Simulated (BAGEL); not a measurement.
# A workflow on C2H4AlFO (SMILES C=C[O][AlH][F])

Aim: a single-point energy (HF/cc-pVDZ), then a single-point energy (NEVPT2(2,2)/cc-pVDZ) of C2H4AlFO. 

The results are computed with BAGEL 1.2.2.

2 further runs of the same task are left out: 2 set aside as unsound or not needed.

### 1 Starting point

C2H4AlFO: 9 atoms, total charge 0, spin state singlet. As SMILES, `C=C[O][AlH][F]`. The Al4–H9 distance was set to 2.504 Å, away from the relaxed value. At this shape a bond of the SMILES string is far longer than usual.

Bond lengths: C1–C2 1.325 Å, C2–O3 1.346 Å, O3–Al4 1.684 Å, Al4–F5 1.640 Å, C1–H6 1.083 Å, C1–H7 1.081 Å, C2–H8 1.090 Å. Angles: C1–C2–O3 123.2°, C2–O3–Al4 137.8°, O3–Al4–F5 116.4°, C1–C2–H8 121.1°, O3–C2–H8 115.7°, C2–C1–H6 121.4°, C2–C1–H7 119.7°, H6–C1–H7 119.0°.

### 2 A single-point energy at HF/cc-pVDZ (density fitting with svp-jkfit) (run 1)

job.json

```json
{ "bagel": [

{
  "title": "molecule",
  "basis": "cc-pvdz.json",
  "df_basis": "svp-jkfit",
  "geometry": [
    { "atom": "C", "xyz": [    -2.97839923,    -0.15879369,     3.78178417 ] },
    { "atom": "C", "xyz": [    -1.40236765,    -0.06959861,     1.83838982 ] },
    { "atom": "O", "xyz": [     0.89988569,     1.00641144,     1.95952127 ] },
    { "atom": "Al", "xyz": [     3.37637178,     1.50303147,     0.02368583 ] },
    { "atom": "F", "xyz": [     5.80807135,     2.98136422,     1.25162986 ] },
    { "atom": "H", "xyz": [    -2.47894462,     0.64509581,     5.59629920 ] },
    { "atom": "H", "xyz": [    -4.80330775,    -1.05093339,     3.56370978 ] },
    { "atom": "H", "xyz": [    -1.91448343,    -0.88255879,     0.01612692 ] },
    { "atom": "H", "xyz": [     3.44742737,     0.11187179,    -4.49811509 ] }
  ]
},

{ "title": "hf" },

{ "title": "print", "file": "orbitals.molden", "orbitals": "true" }

]}
```

The basis set cc-pVDZ is read from a file made from the Basis Set Exchange's data (not shown).

On the command line:

```
$ BAGEL_NUM_THREADS=1 BAGEL job.json > job.out
```

Output:

```text
* using 1 threads per process

  ===============================================================
  ===============================================================

  *** Geometry ***

  { "atom" : "C", "xyz" : [     -2.978399,     -0.158794,      3.781784 ] },
  { "atom" : "C", "xyz" : [     -1.402368,     -0.069599,      1.838390 ] },
  { "atom" : "O", "xyz" : [      0.899886,      1.006411,      1.959521 ] },
  { "atom" : "Al", "xyz" : [      3.376372,      1.503031,      0.023686 ] },
  { "atom" : "F", "xyz" : [      5.808071,      2.981364,      1.251630 ] },
  { "atom" : "H", "xyz" : [     -2.478945,      0.645096,      5.596299 ] },
  { "atom" : "H", "xyz" : [     -4.803308,     -1.050933,      3.563710 ] },
  { "atom" : "H", "xyz" : [     -1.914483,     -0.882559,      0.016127 ] },
  { "atom" : "H", "xyz" : [      3.447427,      0.111872,     -4.498115 ] },

  Number of auxiliary basis functions:      504

  Since a DF basis is specified, we compute 2- and 3-index integrals:
    o Being stored without compression. Storage requirement is 0.036 GB

  Number of basis functions:       94
  Number of electrons      :       46

    * METHOD: MOLECULE                             0.30

  *** RHF ***

  === Nuclear Repulsion ===
   199.0803607512

      * DIIS with orbital gradients will be used.

  === RHF iteration (cc-pvdz.json) ===
      0       -493.97541982          0.01669221           0.10
      1       -494.17081647          0.01167044           0.08
      2       -494.28718389          0.00156695           0.09
      3       -494.28962626          0.00058034           0.08
      4       -494.28992443          0.00016205           0.08
      5       -494.28994765          0.00005387           0.08
      6       -494.28995163          0.00003106           0.08
      7       -494.28995305          0.00000744           0.08
      8       -494.28995313          0.00000247           0.08
      9       -494.28995314          0.00000084           0.09
     10       -494.28995314          0.00000040           0.08
     11       -494.28995314          0.00000011           0.08
     12       -494.28995314          0.00000003           0.08
     13       -494.28995314          0.00000001           0.08
     14       -494.28995314          0.00000001           0.08
    * SCF iteration converged.

    * Permanent dipole moment:
           (    0.534380,     0.261928,     0.057841) a.u.

    * METHOD: HF                                   1.44

    * METHOD: PRINT                                0.02

  ===============================================================
```

Wall time 1.9 s (1 thread of Arm Neoverse V1, shared host); peak memory 0.15 GiB.

### 3 A single-point energy at NEVPT2(2,2)/cc-pVDZ (density fitting with svp-jkfit) (run 2)

input.json

```json
{ "bagel" : [

{
  "title" : "molecule",
  "basis" : "cc-pvdz.json",
  "df_basis" : "svp-jkfit",
  "geometry" : [
    { "atom" : "C", "xyz" : [    -2.97839923,    -0.15879369,     3.78178417 ] },
    { "atom" : "C", "xyz" : [    -1.40236765,    -0.06959861,     1.83838982 ] },
    { "atom" : "O", "xyz" : [     0.89988569,     1.00641144,     1.95952127 ] },
    { "atom" : "Al", "xyz" : [     3.37637178,     1.50303147,     0.02368583 ] },
    { "atom" : "F", "xyz" : [     5.80807135,     2.98136422,     1.25162986 ] },
    { "atom" : "H", "xyz" : [    -2.47894462,     0.64509581,     5.59629920 ] },
    { "atom" : "H", "xyz" : [    -4.80330775,    -1.05093339,     3.56370978 ] },
    { "atom" : "H", "xyz" : [    -1.91448343,    -0.88255879,     0.01612692 ] },
    { "atom" : "H", "xyz" : [     3.44742737,     0.11187179,    -4.49811509 ] }
  ]
},

{
  "title" : "hf"
},

{
  "title" : "nevpt2",
  "nstate" : 1,
  "nact" : 2,
  "nclosed" : 22,
  "active" : [22, 24],
  "maxiter" : 200,
  "natocc" : "true",
  "ncore" : 9
},

{
  "title" : "print",
  "file" : "orbitals.molden",
  "orbitals" : "true"
}

]}
```

The basis set cc-pVDZ is read from a file made from the Basis Set Exchange's data (not shown).

On the command line:

```
$ BAGEL_NUM_THREADS=1 BAGEL input.json > input.out
```

Output:

```text
* using 1 threads per process

  ===============================================================
  ===============================================================

  *** Geometry ***

  { "atom" : "C", "xyz" : [     -2.978399,     -0.158794,      3.781784 ] },
  { "atom" : "C", "xyz" : [     -1.402368,     -0.069599,      1.838390 ] },
  { "atom" : "O", "xyz" : [      0.899886,      1.006411,      1.959521 ] },
  { "atom" : "Al", "xyz" : [      3.376372,      1.503031,      0.023686 ] },
  { "atom" : "F", "xyz" : [      5.808071,      2.981364,      1.251630 ] },
  { "atom" : "H", "xyz" : [     -2.478945,      0.645096,      5.596299 ] },
  { "atom" : "H", "xyz" : [     -4.803308,     -1.050933,      3.563710 ] },
  { "atom" : "H", "xyz" : [     -1.914483,     -0.882559,      0.016127 ] },
  { "atom" : "H", "xyz" : [      3.447427,      0.111872,     -4.498115 ] },

  Number of auxiliary basis functions:      504

  Since a DF basis is specified, we compute 2- and 3-index integrals:
    o Being stored without compression. Storage requirement is 0.036 GB

  Number of basis functions:       94
  Number of electrons      :       46

    * METHOD: MOLECULE                             0.30

  *** RHF ***

  === Nuclear Repulsion ===
   199.0803607512

      * DIIS with orbital gradients will be used.

  === RHF iteration (cc-pvdz.json) ===
      0       -493.97541982          0.01669221           0.09
      1       -494.17081647          0.01167044           0.09
      2       -494.28718389          0.00156695           0.08
      3       -494.28962626          0.00058034           0.08
      4       -494.28992443          0.00016205           0.08
      5       -494.28994765          0.00005387           0.08
      6       -494.28995163          0.00003106           0.08
      7       -494.28995305          0.00000744           0.08
      8       -494.28995313          0.00000247           0.09
      9       -494.28995314          0.00000084           0.08
     10       -494.28995314          0.00000040           0.09
     11       -494.28995314          0.00000011           0.09
     12       -494.28995314          0.00000003           0.08
     13       -494.28995314          0.00000001           0.09
     14       -494.28995314          0.00000001           0.09
    * SCF iteration converged.

    * Permanent dipole moment:
           (    0.534380,     0.261928,     0.057841) a.u.

    * METHOD: HF                                   1.51

    * freezing 9 orbitals
  ---------------------------
      CASSCF calculation
  ---------------------------

    ==== Active orbitals : =====
         Orbital 22
         Orbital 24
    ============================

    * nstate   :      1
    * nclosed  :     22
    * nact     :      2
    * nvirt    :     70
  === CASSCF iteration (cc-pvdz.json) ===

    * Using the second-order algorithm

      0  0      -494.30593247     2.09e-03      0.02

      1  0      -494.32589766     9.41e-04      0.42

      2  0      -494.32790314     3.16e-04      0.46

      3  0      -494.32798870     9.79e-05      0.46

      4  0      -494.32799456     2.77e-05      0.42

      5  0      -494.32799500     7.64e-06      0.46

      6  0      -494.32799504     2.10e-06      0.48

      7  0      -494.32799504     5.75e-07      0.46

      8  0      -494.32799504     1.57e-07      0.52

      9  0      -494.32799504     4.31e-08      0.44

     10  0      -494.32799504     1.18e-08      0.43

     11  0      -494.32799504     3.25e-09      0.37

    * Second-order optimization converged. *

     guess   0:   closed 1.                   open ..

  === FCI iteration ===

      0  0      -494.28742051     6.90e-02      0.00
      1  0      -494.32784569     3.76e-03      0.00
      2  0 *    -494.32799504     1.73e-15      0.00

     * ci vector, state   0, <S^2> = 0.0000
       2.     0.9593288013
       .2    -0.2822910749

  === DF-NEVPT2 calculation ===

    * 3-index integral transformation done
    * assembly done

      NEVPT2 correlation energy:   -0.6761310627      0.28

          (+0)     -0.6532853635
          (+0)'    -0.0015637830
          (+1)     -0.0099060008
          (+1)'    -0.0000000000
          (+2)     -0.0001048072
          (-1)     -0.0074889530
          (-1)'     0.0000000000
          (-2)     -0.0037821552

      NEVPT2 total energy:       -495.0041261023

    * METHOD: NEVPT2                               5.60

    * METHOD: PRINT                                0.02

  ===============================================================
```

Wall time 7.8 s (1 thread of Arm Neoverse V1, shared host); peak memory 0.15 GiB.

### 4 What came out

```
                                quantity          value
         run 1, HF/cc-pVDZ: total energy  -494.28995 Eh
        run 1, HF/cc-pVDZ: dipole moment         1.52 D
          run 1, HF/cc-pVDZ: HOMO energy       -9.68 eV
          run 1, HF/cc-pVDZ: LUMO energy        0.57 eV
        run 1, HF/cc-pVDZ: HOMO–LUMO gap       10.26 eV
run 2, NEVPT2(2,2)/cc-pVDZ: total energy  -495.00413 Eh
```
